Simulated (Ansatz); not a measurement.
**Cl3GeH: molecular dynamics**

Purpose: to follow the molecule's vibrations and see whether its bonds hold. The start is relaxed first. Runs: 150 steps of 0.5 fs at constant energy, with velocities drawn for 500 K; 40 steps of 4 fs under a Langevin thermostat at 200 K. SMILES of the start: [Cl][GeH]([Cl])[Cl].

Method: RKS revPBE/def2-SVP, in Ansatz 0.2.0.

## Step 1: The starting structure

Bond lengths: Ge1–Cl2 2.220 Å, Ge1–Cl3 2.220 Å, Ge1–Cl4 2.218 Å, Ge1–H5 1.549 Å. Angles: Cl2–Ge1–Cl3 109.5°, Cl2–Ge1–Cl4 109.5°, Cl2–Ge1–H5 109.5°, Cl3–Ge1–Cl4 109.5°, Cl3–Ge1–H5 109.5°, Cl4–Ge1–H5 109.5°.

As a file:

```xyz
5

Ge    0.0000    0.0000    0.0000
Cl    0.0000    0.0000    2.2200
Cl    2.0935    0.0000   -0.7393
Cl   -1.0456    1.8115   -0.7393
H    -0.7300   -1.2648   -0.5162
```

## Step 2: Preparing the start

Input file input.yaml:

```yaml
crystal:
  periodic: [false, false, false]
  atoms:
    - { symbol: Ge, position_ang: [0.0, 0.0, 0.0] }
    - { symbol: Cl, position_ang: [0.0, 0.0, 2.22] }
    - { symbol: Cl, position_ang: [2.0935, 0.0, -0.7393] }
    - { symbol: Cl, position_ang: [-1.0456, 1.8115, -0.7393] }
    - { symbol: H, position_ang: [-0.73, -1.2648, -0.5162] }
basis:
  gaussian: { orbitals: def2-SVP }
hamiltonian:
  xc: revpbe
relax:
  f_tol: 0.02
  max_steps: 40
```

Command:

```bash
$ ansatz run input.yaml --threads 1 --pin off --max-ram 2048MiB --backend cpu --events-out ev --progress --plain --runs-dir out
```

Output, cut to the lines that bear on the results:

```text
Warning: RAYON_NUM_THREADS=1 ignored (pool sized by the plan → 1); use --threads N
[...]
Functional definition: revPBE
[...]
994 factors; their error is unknown
[...]
mean field -94075.56540108 eV, -3457.2132617814 hartree, gradient 1.8e-5 eV, S^2 0.000000; 0 other end points of the search recorded, 0 dependent functions left out
[...]
reference -94075.56543522 eV, -3457.2132630358 hartree; 42, 42 occupied and 49, 49 virtual orbitals, 994 factors
relax step   1: F+E_penalty+E_count = -94075.56540108 eV  Δ(F+E_penalty+E_count) = +0.000e0 eV  max|allowed force component| = 7.662e-1 eV/Å  Δτ_max = 0.0000 Å  (23 SCF iters, accepted)
[...]
relax step   2: F+E_penalty+E_count = -94075.62767522 eV  Δ(F+E_penalty+E_count) = -6.227e-2 eV  max|allowed force component| = 1.059e-1 eV/Å  Δτ_max = 0.0542 Å  (23 SCF iters, accepted)
[...]
relax step   3: F+E_penalty+E_count = -94075.62879284 eV  Δ(F+E_penalty+E_count) = -1.118e-3 eV  max|allowed force component| = 8.327e-3 eV/Å  Δτ_max = 0.0059 Å  (24 SCF iters, accepted)
994 factors; their error is unknown
[...]
mean field -94075.62879284 eV, -3457.2155913855 hartree, gradient 1.6e-5 eV, S^2 0.000000; 1 other end points of the search recorded, 0 dependent functions left out
[...]
reference -94075.62882694 eV, -3457.2155926385 hartree; 42, 42 occupied and 49, 49 virtual orbitals, 994 factors
Total energy: -94075.62882694 eV, -3457.2155926385 hartree
Atom 0 at    -0.002385    -0.004981    -0.001652 Å, force    -0.003452    -0.006061    -0.002439 eV/Å
Atom 1 at     0.010740     0.018298     2.165889 Å, force     0.000051    -0.000020     0.008327 eV/Å
Atom 2 at     2.045800     0.018382    -0.711155 Å, force     0.007634    -0.000103    -0.002712 eV/Å
Atom 3 at    -1.006192     1.780313    -0.711575 Å, force    -0.003997     0.007057    -0.002844 eV/Å
Atom 4 at    -0.730063    -1.265311    -0.516307 Å, force    -0.000235    -0.000873    -0.000332 eV/Å
Dipole moment:    -0.141360    -0.244912    -0.100025 e Å
```

Wall time 8.8 s (1 thread of Intel Xeon Platinum 8259CL at 2.50GHz (Skylake/Cascade Lake), shared host); peak memory 0.15 GiB.

Step by step:

| step | energy from step 1 (eV) | largest force component (eV/Å) |
| --- | --- | --- |
| 1 | 0.0000 | 0.7662 |
| 2 | -0.0623 | 0.1059 |
| 3 | -0.0634 | 0.0083 |

Step 1 is the start.

After: Bond lengths: Ge1–Cl2 2.168 Å, Ge1–Cl3 2.168 Å, Ge1–Cl4 2.168 Å, Ge1–H5 1.544 Å. Angles: Cl2–Ge1–Cl3 108.8°, Cl2–Ge1–Cl4 108.7°, Cl2–Ge1–H5 110.2°, Cl3–Ge1–Cl4 108.8°, Cl3–Ge1–H5 110.2°, Cl4–Ge1–H5 110.2°.

## Step 3: Run 1

150 steps of 0.5 fs at constant energy, with velocities drawn for 500 K, from the relaxed start.

Input file input.yaml:

```yaml
crystal:
  periodic: [false, false, false]
  atoms:
    - { symbol: Ge, position_ang: [-0.002385, -0.004981, -0.001652] }
    - { symbol: Cl, position_ang: [0.01074, 0.018298, 2.165889] }
    - { symbol: Cl, position_ang: [2.0458, 0.018382, -0.711155] }
    - { symbol: Cl, position_ang: [-1.006192, 1.780313, -0.711575] }
    - { symbol: H, position_ang: [-0.730063, -1.265311, -0.516307] }
basis:
  gaussian: { orbitals: def2-SVP }
hamiltonian:
  xc: revpbe
md:
  timestep: 0.5
  n_steps: 150
  ensemble: nve
  temperature: 500.0
  initial_velocities: maxwell_boltzmann
  seed: 144968
```

Command:

```bash
$ ansatz run input.yaml --threads 1 --pin off --max-ram 2048MiB --backend cpu --events-out ev --progress --plain --runs-dir out
```

Output, cut to the lines that bear on the results:

```text
Warning: RAYON_NUM_THREADS=1 ignored (pool sized by the plan → 1); use --threads N
[...]
[... 1 set-up line as earlier in the session ...]
[...]
994 factors; their error is unknown
[...]
mean field -94075.62879269 eV, -3457.2155913799 hartree, gradient 2.0e-5 eV, S^2 0.000000; 0 other end points of the search recorded, 0 dependent functions left out
[...]
reference -94075.62882678 eV, -3457.2155926328 hartree; 42, 42 occupied and 49, 49 virtual orbitals, 994 factors
md step     0: t =     0.00 fs  T =   500.0 K  F+E_penalty+E_count = -94075.62879269 eV  E_kin = 0.193890 eV  conserved = -94075.43490269 eV  (23 SCF iters)
[...]
md step    19: t =     9.50 fs  T =   318.3 K  F+E_penalty+E_count = -94075.55828691 eV  E_kin = 0.123445 eV  conserved = -94075.43484190 eV  (25 SCF iters)
[...]
md step    38: t =    19.00 fs  T =   345.0 K  F+E_penalty+E_count = -94075.56865514 eV  E_kin = 0.133782 eV  conserved = -94075.43487282 eV  (24 SCF iters)
[...]
md step    57: t =    28.50 fs  T =   320.5 K  F+E_penalty+E_count = -94075.55916663 eV  E_kin = 0.124284 eV  conserved = -94075.43488221 eV  (25 SCF iters)
[...]
md step    74: t =    37.00 fs  T =   108.8 K  F+E_penalty+E_count = -94075.47701399 eV  E_kin = 0.042191 eV  conserved = -94075.43482308 eV  (17 SCF iters)
md step    75: t =    37.50 fs  T =   104.4 K  F+E_penalty+E_count = -94075.47531574 eV  E_kin = 0.040493 eV  conserved = -94075.43482252 eV  (18 SCF iters)
```

## Step 4: More of the same log: dynamics from the start

Output, continued, cut to the lines that bear on the results:

```text
md step    76: t =    38.00 fs  T =   101.6 K  F+E_penalty+E_count = -94075.47420654 eV  E_kin = 0.039384 eV  conserved = -94075.43482289 eV  (18 SCF iters)
[...]
md step    94: t =    47.00 fs  T =   195.6 K  F+E_penalty+E_count = -94075.51071697 eV  E_kin = 0.075833 eV  conserved = -94075.43488368 eV  (24 SCF iters)
[...]
md step   112: t =    56.00 fs  T =   108.7 K  F+E_penalty+E_count = -94075.47700116 eV  E_kin = 0.042135 eV  conserved = -94075.43486647 eV  (25 SCF iters)
[...]
md step   130: t =    65.00 fs  T =    20.6 K  F+E_penalty+E_count = -94075.44283584 eV  E_kin = 0.008001 eV  conserved = -94075.43483479 eV  (18 SCF iters)
[...]
md step   148: t =    74.00 fs  T =   216.5 K  F+E_penalty+E_count = -94075.51884573 eV  E_kin = 0.083956 eV  conserved = -94075.43488974 eV  (25 SCF iters)
[...]
md step   149: t =    74.50 fs  T =   224.2 K  F+E_penalty+E_count = -94075.52182309 eV  E_kin = 0.086932 eV  conserved = -94075.43489106 eV  (26 SCF iters)
[...]
md step   150: t =    75.00 fs  T =   230.6 K  F+E_penalty+E_count = -94075.52430441 eV  E_kin = 0.089413 eV  conserved = -94075.43489152 eV  (24 SCF iters)
Total energy: -94075.52433815 eV, -3457.2117527464 hartree
Atom 0 at    -0.023741    -0.006778     0.063184 Å, force     0.104972     0.066351    -0.184796 eV/Å
Atom 1 at     0.010238    -0.068118     2.249582 Å, force     0.035685     0.212244    -0.318332 eV/Å
Atom 2 at     1.969937     0.120126    -0.793732 Å, force     0.123538    -0.304327     0.240802 eV/Å
Atom 3 at    -0.883987     1.768575    -0.849260 Å, force    -0.319304     0.037066     0.321813 eV/Å
Atom 4 at    -0.803418    -1.262080    -0.385027 Å, force     0.055109    -0.011333    -0.059487 eV/Å
Dipole moment:    -0.161101    -0.253522    -0.035690 e Å
```

It took 5.2 min on 1 thread of Intel Xeon Platinum 8259CL at 2.50GHz (Skylake/Cascade Lake), shared host; peak memory 0.15 GiB.

## Step 5: Frames and traces

The trajectory, every 6 steps (energies from step 0):

| time (fs) | T (K) | potential energy change (meV/atom) | total energy change (meV/atom) |
| --- | --- | --- | --- |
| 0.0 | 500 | 0.0 | 0.00 |
| 3.0 | 469 | 2.4 | 0.00 |
| 6.0 | 399 | 7.8 | 0.01 |
| 9.0 | 328 | 13.3 | 0.01 |
| 12.0 | 283 | 16.8 | 0.02 |
| 15.0 | 287 | 16.5 | 0.01 |
| 18.0 | 330 | 13.2 | 0.01 |
| 21.0 | 369 | 10.1 | 0.00 |
| 24.0 | 384 | 9.0 | 0.00 |
| 27.0 | 355 | 11.3 | 0.00 |
| 30.0 | 278 | 17.2 | 0.01 |
| 33.0 | 190 | 24.1 | 0.01 |
| 36.0 | 122 | 29.3 | 0.02 |
| 39.0 | 100 | 31.0 | 0.02 |
| 42.0 | 125 | 29.1 | 0.01 |
| 45.0 | 169 | 25.6 | 0.01 |
| 48.0 | 203 | 23.0 | 0.00 |
| 51.0 | 196 | 23.6 | 0.00 |
| 54.0 | 149 | 27.2 | 0.01 |
| 57.0 | 87 | 32.0 | 0.01 |
| 60.0 | 26 | 36.8 | 0.01 |
| 63.0 | 5 | 38.4 | 0.02 |
| 66.0 | 35 | 36.0 | 0.01 |
| 69.0 | 98 | 31.2 | 0.01 |
| 72.0 | 175 | 25.2 | 0.01 |
| 75.0 | 231 | 20.9 | 0.00 |

time (fs), T (K) and a bar:
```
      0.0        500 ##############################
      3.5        459 ############################
      6.5        386 #######################
     10.0        309 ##################
     13.0        278 #################
     16.5        307 ##################
     19.5        352 #####################
     23.0        383 #######################
     26.0        370 ######################
     29.5        293 #################
     32.5        204 ############
     36.0        122 #######
     39.0        100 ######
     42.5        132 ########
     45.5        177 ##########
     49.0        206 ############
     52.0        183 ###########
     55.5        119 #######
     58.5         54 ###
     62.0          5 
     65.0         21 #
     68.5         86 #####
     71.5        163 ##########
     75.0        231 ##############
```

## Step 6: Frames from the trajectory

Positions (Å) and forces (eV/Å):

```xyz
5
time_fs=9.5 T=318 dE=0.0705
Ge   -0.003   -0.008    0.020   -0.473    0.229   -0.226
Cl    0.008   -0.003    2.179    0.085    0.017    0.133
Cl    2.024    0.048   -0.733    0.019   -0.209    0.025
Cl   -0.975    1.774   -0.747    0.005    0.237    0.077
H    -0.959   -1.117   -0.476    0.363   -0.274   -0.009
5
time_fs=19.0 T=345 dE=0.0601
Ge   -0.008   -0.008    0.038   -0.418    0.094   -0.417
Cl    0.007   -0.024    2.194    0.079    0.084    0.163
Cl    2.003    0.073   -0.754    0.104   -0.238    0.082
Cl   -0.943    1.772   -0.781   -0.092    0.149    0.165
H    -0.911   -1.174   -0.444    0.327   -0.088    0.007
5
time_fs=28.0 T=333 dE=0.0648
Ge   -0.016   -0.007    0.052    0.202   -0.032   -0.416
Cl    0.007   -0.042    2.213   -0.003    0.173    0.068
Cl    1.985    0.091   -0.773    0.233   -0.122    0.148
Cl   -0.916    1.774   -0.809   -0.258   -0.074    0.246
H    -0.658   -1.326   -0.423   -0.173    0.055   -0.047
5
time_fs=37.5 T=104 dE=0.1535
Ge   -0.023   -0.007    0.061    0.514   -0.299   -0.410
Cl    0.008   -0.057    2.234   -0.061    0.223   -0.122
Cl    1.972    0.108   -0.789    0.318   -0.050    0.203
Cl   -0.893    1.774   -0.833   -0.380   -0.161    0.303
H    -0.502   -1.405   -0.419   -0.391    0.286    0.026
5
time_fs=47.0 T=196 dE=0.1181
Ge   -0.025   -0.009    0.066    0.353    0.043   -0.267
Cl    0.007   -0.067    2.251   -0.013    0.208   -0.334
Cl    1.966    0.122   -0.799    0.208   -0.221    0.261
Cl   -0.879    1.771   -0.850   -0.371   -0.062    0.349
H    -0.669   -1.322   -0.419   -0.176    0.033   -0.009
5
time_fs=56.0 T=109 dE=0.1518
Ge   -0.023   -0.011    0.067   -0.197    0.175   -0.221
Cl    0.006   -0.071    2.261    0.073    0.169   -0.448
Cl    1.965    0.132   -0.804    0.092   -0.417    0.275
Cl   -0.874    1.766   -0.857   -0.290    0.145    0.349
H    -0.934   -1.176   -0.409    0.322   -0.071    0.044
5
time_fs=65.5 T=28 dE=0.1833
Ge   -0.022   -0.011    0.066   -0.248    0.348   -0.112
Cl    0.007   -0.072    2.260    0.107    0.169   -0.438
Cl    1.967    0.131   -0.802    0.059   -0.460    0.262
Cl   -0.876    1.765   -0.857   -0.255    0.219    0.328
H    -1.002   -1.118   -0.382    0.338   -0.276   -0.040
5
time_fs=75.0 T=231 dE=0.1045
Ge   -0.024   -0.007    0.063    0.105    0.066   -0.185
Cl    0.010   -0.068    2.250    0.036    0.212   -0.318
Cl    1.970    0.120   -0.794    0.123   -0.304    0.241
Cl   -0.884    1.769   -0.849   -0.319    0.037    0.322
H    -0.803   -1.262   -0.385    0.055   -0.011   -0.059
```

Reading of run 1. The temperature starts at 500 K and averages 119 K in the second half, where it ranges from 4 to 231 K. The total energy strays from its start by at most 0.02 meV/atom, under 0.1 % of the mean kinetic energy, which is good for a step of 0.5 fs. The bonding pattern survives the run.

## Step 7: Run 2

40 steps of 4 fs under a Langevin thermostat at 200 K, from the relaxed start.

input.yaml, as its differences from that of step 3:

```diff
@@ -13,7 +13,8 @@
 md:
-  timestep: 0.5
-  n_steps: 150
-  ensemble: nve
-  temperature: 500.0
+  timestep: 4.0
+  n_steps: 40
+  ensemble: nvt_langevin
+  temperature: 200.0
   initial_velocities: maxwell_boltzmann
-  seed: 144968
+  seed: 141949
+  friction: 0.05
```

Command:

```bash
$ ansatz run input.yaml --threads 1 --pin off --max-ram 2048MiB --backend cpu --events-out ev --progress --plain --runs-dir out
```

Output, cut to the lines that bear on the results:

```text
Warning: RAYON_NUM_THREADS=1 ignored (pool sized by the plan → 1); use --threads N
[...]
[... 1 set-up line as earlier in the session ...]
[...]
994 factors; their error is unknown
[...]
mean field -94075.62879269 eV, -3457.2155913799 hartree, gradient 2.0e-5 eV, S^2 0.000000; 0 other end points of the search recorded, 0 dependent functions left out
[...]
reference -94075.62882678 eV, -3457.2155926328 hartree; 42, 42 occupied and 49, 49 virtual orbitals, 994 factors
md step     0: t =     0.00 fs  T =   160.0 K  F+E_penalty+E_count = -94075.62879269 eV  E_kin = 0.103408 eV  (23 SCF iters)
[...]
md step    10: t =    40.00 fs  T =   128.1 K  F+E_penalty+E_count = -94075.53729232 eV  E_kin = 0.082788 eV  (24 SCF iters)
[...]
md step    20: t =    80.00 fs  T =   288.7 K  F+E_penalty+E_count = -94075.53136596 eV  E_kin = 0.186556 eV  (23 SCF iters)
[...]
md step    30: t =   120.00 fs  T =   135.4 K  F+E_penalty+E_count = -94075.53073609 eV  E_kin = 0.087485 eV  (24 SCF iters)
[...]
md step    39: t =   156.00 fs  T =   199.9 K  F+E_penalty+E_count = -94075.51858392 eV  E_kin = 0.129191 eV  (25 SCF iters)
[...]
md step    40: t =   160.00 fs  T =   230.8 K  F+E_penalty+E_count = -94075.57531019 eV  E_kin = 0.149151 eV  (25 SCF iters)
Total energy: -94075.57534446 eV, -3457.2136271935 hartree
Atom 0 at     0.059792    -0.059806    -0.036701 Å, force    -0.585842    -0.884747     0.291794 eV/Å
Atom 1 at     0.088619    -0.164486     2.156675 Å, force    -0.113967     0.036504    -0.396064 eV/Å
Atom 2 at     2.073106     0.077230    -0.694659 Å, force     0.801823     0.021176    -0.231933 eV/Å
Atom 3 at    -0.951079     1.695640    -0.729290 Å, force    -0.296534     0.394547    -0.022120 eV/Å
Atom 4 at    -0.615250    -1.336703    -0.683063 Å, force     0.194520     0.432521     0.358322 eV/Å
Dipole moment:    -0.124881    -0.213856    -0.133601 e Å
```

Run time: 86 s. Hardware: 1 thread of Intel Xeon Platinum 8259CL at 2.50GHz (Skylake/Cascade Lake), shared host; peak memory 0.15 GiB.

## Step 8: What the atoms did

The trajectory, every 2 steps (energies from step 0):

| time (fs) | T (K) | potential energy change (meV/atom) |
| --- | --- | --- |
| 0.0 | 160 | 0.0 |
| 8.0 | 103 | 2.5 |
| 16.0 | 62 | 6.9 |
| 24.0 | 172 | 6.4 |
| 32.0 | 111 | 8.7 |
| 40.0 | 128 | 18.3 |
| 48.0 | 100 | 18.5 |
| 56.0 | 158 | 11.4 |
| 64.0 | 192 | 22.2 |
| 72.0 | 284 | 25.9 |
| 80.0 | 289 | 19.5 |
| 88.0 | 88 | 22.6 |
| 96.0 | 180 | 21.8 |
| 104.0 | 158 | 14.1 |
| 112.0 | 182 | 14.4 |
| 120.0 | 135 | 19.6 |
| 128.0 | 121 | 19.1 |
| 136.0 | 212 | 11.5 |
| 144.0 | 237 | 11.6 |
| 152.0 | 213 | 13.7 |
| 160.0 | 231 | 10.7 |

time (fs), T (K) and a bar:
```
      0.0        160 ##########
      8.0        103 ####
     12.0         64 
     20.0        111 #####
     28.0        162 ##########
     36.0        202 ##############
     40.0        128 #######
     48.0        100 ####
     56.0        158 ##########
     64.0        192 #############
     68.0        225 #################
     76.0        350 ##############################
     84.0        209 ###############
     92.0        137 ########
     96.0        180 ############
    104.0        158 ##########
    112.0        182 ############
    120.0        135 #######
    124.0        148 #########
    132.0         96 ###
    140.0        212 ################
    148.0        189 #############
    152.0        213 ################
    160.0        231 #################
```

## Step 9: Positions and forces

Positions (Å) and forces (eV/Å):

```xyz
5
time_fs=20.0 T=111 dE=0.0250
Ge    0.012   -0.012   -0.022   -0.777   -0.156   -0.411
Cl   -0.010    0.027    2.120    0.055   -0.034    0.455
Cl    2.043    0.017   -0.713    0.280   -0.021   -0.125
Cl   -1.034    1.769   -0.711    0.107   -0.005   -0.027
H    -0.800   -1.246   -0.546    0.335    0.216    0.108
5
time_fs=40.0 T=128 dE=0.0915
Ge   -0.011   -0.022   -0.019    1.178    0.278   -0.811
Cl   -0.033   -0.005    2.104    0.008   -0.133    0.641
Cl    2.073    0.034   -0.789   -0.484    0.096    0.343
Cl   -1.021    1.754   -0.673   -0.213    0.280   -0.143
H    -0.548   -1.259   -0.697   -0.489   -0.521   -0.030
5
time_fs=60.0 T=233 dE=0.0661
Ge    0.014   -0.027   -0.030    0.117   -0.808    0.023
Cl   -0.085   -0.041    2.130    0.242    0.049    0.219
Cl    2.066    0.031   -0.813   -0.404   -0.046    0.228
Cl   -0.995    1.751   -0.648   -0.231    0.383   -0.289
H    -0.735   -1.353   -0.427    0.275    0.423   -0.181
5
time_fs=80.0 T=289 dE=0.0974
Ge    0.046   -0.063   -0.025   -1.402    0.314    0.586
Cl   -0.111   -0.028    2.203    0.266   -0.050   -0.844
Cl    2.026    0.049   -0.796    0.603   -0.103   -0.028
Cl   -0.962    1.777   -0.733    0.206   -0.501    0.175
H    -0.740   -1.329   -0.532    0.327    0.339    0.110
5
time_fs=100.0 T=182 dE=0.1255
Ge    0.054   -0.071   -0.023   -0.271    1.906    0.671
Cl   -0.044   -0.037    2.181    0.105   -0.101   -0.630
Cl    2.042    0.092   -0.776    0.623   -0.112    0.008
Cl   -0.941    1.764   -0.780    0.158   -0.508    0.311
H    -0.632   -1.224   -0.631   -0.616   -1.185   -0.361
5
time_fs=120.0 T=135 dE=0.0981
Ge    0.047   -0.032   -0.019   -0.802   -0.522   -0.720
Cl    0.011   -0.086    2.123    0.094    0.113    0.449
Cl    2.080    0.149   -0.751   -0.008   -0.228    0.055
Cl   -0.939    1.768   -0.776   -0.007   -0.204    0.157
H    -0.791   -1.346   -0.466    0.724    0.841    0.060
5
time_fs=140.0 T=212 dE=0.0595
Ge    0.040   -0.031   -0.045    0.857    0.372    0.367
Cl    0.041   -0.108    2.132   -0.100   -0.011   -0.210
Cl    2.093    0.150   -0.728    0.140   -0.072    0.073
Cl   -0.915    1.740   -0.761   -0.426    0.426   -0.042
H    -0.530   -1.254   -0.693   -0.471   -0.716   -0.188
5
time_fs=160.0 T=231 dE=0.0535
Ge    0.060   -0.060   -0.037   -0.586   -0.885    0.292
Cl    0.089   -0.165    2.157   -0.114    0.036   -0.396
Cl    2.073    0.077   -0.695    0.802    0.021   -0.232
Cl   -0.951    1.696   -0.729   -0.296    0.395   -0.022
H    -0.615   -1.337   -0.683    0.195    0.432    0.358
```

Reading of run 2. Against a set 200 K the second half averages 181 K with a spread of 50 K. A step of 4 fs is long for atoms as light as 1 u, and this run prints no conserved energy by which to check it. The bonding pattern survives the run.

## Step 10: Results

```
                                 quantity                                    value
                  relaxation of the start                  2 moves, 0.063 eV lower
                            run 1: length                      150 steps of 0.5 fs
  run 1: temperature, first and last step                            500 and 231 K
          run 1: temperature, second half              mean 119 K, from 4 to 231 K
     run 1: potential energy, second half  +30 meV/atom from this run's first step
run 1: largest change of the total energy                            0.02 meV/atom
            run 1: bonds formed or broken                                        0
                            run 2: length                         40 steps of 4 fs
  run 2: temperature, first and last step                            160 and 231 K
          run 2: temperature, second half             mean 181 K, from 88 to 289 K
     run 2: potential energy, second half  +17 meV/atom from this run's first step
            run 2: bonds formed or broken                                        0
```

Mean temperatures of the second halves: 119 K, 181 K. No bond formed or broke in any run. 160 fs on 5 atoms is far too short and small for converged averages. The nuclei move classically, without zero-point motion, which matters most for hydrogen.
